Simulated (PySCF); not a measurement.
# C5H8O4: the cost of one run

Programs: PySCF 2.14.0, with routines of our own; each step states its level. All values are computed. Atoms count from 0.

## 1. The system as given

17 atoms, charge 0, multiplicity 1; geometry from: GFN2-xTB.

## 2. Magnetic properties: GIAO HF/pcSseg-1

What the job is given:

```
{"job": {"kind": "mag", "xc": "HF", "basis": "pcSseg-1", "isotopologues": 0}, "charge": 0, "multiplicity": 1}
O      2.169892    -0.674641    -0.876070
C      1.775412     0.352782    -0.398362
O      2.506223     1.110816     0.415250
C      0.392722     0.996993    -0.653280
O     -0.238463     1.326205     0.550963
C     -0.675027     0.174990     1.256464
C     -1.616714    -0.652663     0.383046
C     -0.883582    -0.962277    -0.922165
O     -0.395618     0.237779    -1.512264
H      3.382970     0.716218     0.560006
H      0.574540     1.950466    -1.168105
H     -1.174014     0.554842     2.148989
H      0.190698    -0.434198     1.558694
H     -2.509960    -0.065016     0.166634
H     -1.901878    -1.572608     0.890518
H     -0.052981    -1.654535    -0.740559
H     -1.551217    -1.393124    -1.669668
```

Method: GIAO HF/pcSseg-1 magnetisability, rotational g tensor and spin-rotation constants, non-relativistic, gas phase.

Run with:

```sh
$ OMP_NUM_THREADS=1 python excited_run.py task.json out
```

One launch serves the whole session: the jobs run in the order shown.

**Question.** How long does this first job take on 1 thread of Arm Neoverse N1, shared host, and how much memory does it need?

About 33 s, with a peak of 0.84 GiB.
